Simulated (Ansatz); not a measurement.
C2H4GaN, SMILES N[C]1=[CH][GaH]1, vertical spin-state energies

Computed with the Ansatz DFT code, driven from Python.

`spin.py`:
```python
"""Gap between spin states of C2H4GaN at one geometry."""

import logging
import sys

import ansatz

logging.basicConfig(stream=sys.stdout, format="[%(levelname)s] %(message)s")
logger = logging.getLogger("c2h4gan")
logger.setLevel(logging.INFO)

geometry = (
    ansatz.Crystal.molecule()
    .atom("N", [0.0607, 1.397, 0.0108])
    .atom("C", [0.1415, 0.0294, 0.1327])
    .atom("C", [0.6369, -1.1121, -0.2845])
    .atom("Ga", [-0.5664, -1.3338, 1.39])
    .atom("H", [0.5354, 1.9398, -0.7685])
    .atom("H", [-0.6079, 1.9871, 0.6488])
    .atom("H", [1.3382, -1.6608, -0.9417])
    .atom("H", [-1.4462, -1.3038, -0.2433])
)

base = (
    geometry.calculation()
    .basis(gaussian="def2-SVP")
    .functional("pbe", dispersion="d3bj")
)
found = {}
for unpaired in [0, 2]:
    data = base.spin("collinear", total=unpaired).run().report
    s = unpaired / 2
    found[unpaired] = data["free_energy_ev"]
    logger.info(f"2S+1 = {unpaired + 1}: E = {found[unpaired]:.5f} eV, <S^2> = {abs(data['mean_field']['state']['spin_squared']):.3f} (pure state {s * (s + 1):.2f})")
lowest = min(found, key=found.get)
for unpaired, e in found.items():
    logger.info(f"multiplicity {unpaired + 1}: {96.485332 * (e - found[lowest]):.1f} kJ/mol above the lowest")
```

```console
$ python spin.py
[INFO] 2S+1 = 1: E = -55979.96973 eV, <S^2> = 0.510 (pure state 0.00)
[INFO] 2S+1 = 3: E = -55979.86409 eV, <S^2> = 2.011 (pure state 2.00)
[INFO] multiplicity 1: 0.0 kJ/mol above the lowest
[INFO] multiplicity 3: 10.2 kJ/mol above the lowest
```

In order: multiplicity 1 (+0.00 eV) and multiplicity 3 (+0.11 eV), all at the one geometry.

Reading the output:
- Total energies depend on the basis set; only differences at equal settings carry meaning.
- The geometry is a force-field or estimated start, not a minimum of this method, and the basis set is short of its limit. All parts are taken at fixed geometry, without zero-point energy.
- The expectation value of S² is noticeably off S(S+1) in at least one run, so that state is spin-contaminated.
- Hardware and time: 25 s on 1 thread of Arm Neoverse V2, with other jobs on the host, peak memory 0.29 GiB.

(Lines on the test bed's own set-up are left out of the output.)
